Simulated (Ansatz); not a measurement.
A nudged elastic band was laid between two geometries of a periodic cell of 17 atoms, Si (host Si, host structure diamond, interstitial Si).

Theory: DFT LDA, scalar-relativistic, plane waves, PAW (Ansatz 0.2.0). Settings: PAW set soft_1, cutoff 420 eV, k mesh 2x2x2, gaussian smearing 0.05 eV, no spin polarisation.

* movable images: 3
* climbing image: yes
* spring: 2.0 eV/Å²
* optimiser: quadratic models (default)
* start path: straight line
* force threshold: 0.05 eV/Å
* iteration limit: 76
* end points: relaxed

Image 0:

```xyz
17
Lattice="0.0000 5.4300 5.4300 5.4300 0.0000 5.4300 5.4300 5.4300 0.0000" Properties=species:S:1:pos:R:3
Si 0.000 -0.007 -0.005
Si 1.319 1.355 1.358
Si 2.688 2.734 -0.021
Si 4.067 4.104 1.358
Si 2.688 -0.023 2.737
Si 4.067 1.355 4.107
Si 5.445 2.733 2.736
Si 6.781 4.070 4.073
Si 0.000 2.718 2.721
Si 1.353 4.071 4.073
Si 2.705 5.423 2.721
Si 4.067 6.786 4.040
Si 2.705 2.718 5.426
Si 4.067 4.037 6.788
Si 5.446 5.407 5.410
Si 6.816 6.785 6.788
Si 4.066 6.785 6.788
```

Image 4:

Only the atoms that move by more than 0.05 Å are listed.
```
Si17 2.719 8.147 8.149
```

(1) What changes between the two ends?

(2) What energy profile does the band end with?

(3) What is the geometry of the highest image?

The band took 36 iterations and about 30 core-minutes.

Results:

(1) Contacts lost: Si15–Si17. Contacts made: Si10–Si17. The atom that moves furthest is Si17, by 2.35 Å; four of its nearest neighbours are Si3 2.39, Si5 2.39, Si15 2.39, Si7 2.39 Å at the first end and Si2 2.39, Si4 2.39, Si10 2.39, Si6 2.39 Å at the last.

(2) The forces met the threshold. The highest image is number 2 of 0 to 4, 0.31 eV above the ends, which have the same energy within 2 meV. By the program's own check the climbing image is of a kind that is not told: the force calls were inconclusive, a negative curvature could not be distinguished from the path's own, the only one lies far off the path, or fixed occupations may fill a level only in part (lowest curvatures found: -0.05 and 0.65 eV/Å²). Limits of this set-up: coarse k mesh, PAW files made for another functional, a small cell, in which the defect meets its images.

```
image  path coordinate (Å)  energy (eV)  Si15–Si17 (Å)  Si10–Si17 (Å)
    0                 0.00         0.00           2.39           4.70
    1                 0.69         0.18           2.54           4.07
    2                 1.38         0.31           3.17           3.29
    3                 2.13         0.21           4.01           2.57
    4                 2.87         0.00           4.70           2.39
```

(3) 
```xyz
17
Lattice="0.0000 5.4300 5.4300 5.4300 0.0000 5.4300 5.4300 5.4300 0.0000" Properties=species:S:1:pos:R:3
Si 0.160 -0.162 -0.161
Si 1.262 1.284 1.286
Si 2.635 2.793 -0.108
Si 4.143 4.165 1.286
Si 2.635 -0.110 2.795
Si 4.143 1.284 4.167
Si 5.537 2.793 2.795
Si 6.609 4.249 4.251
Si -0.011 2.666 2.668
Si 1.520 3.908 3.910
Si 2.761 5.439 2.668
Si 4.021 6.837 4.055
Si 2.762 2.666 5.441
Si 4.021 4.053 6.839
Si 5.246 5.612 5.614
Si 6.805 6.837 6.839
Si 3.416 7.441 7.443
```

Run time: 32 min on 1 thread of Arm Neoverse V2, on a shared host, peak memory 0.72 GiB.
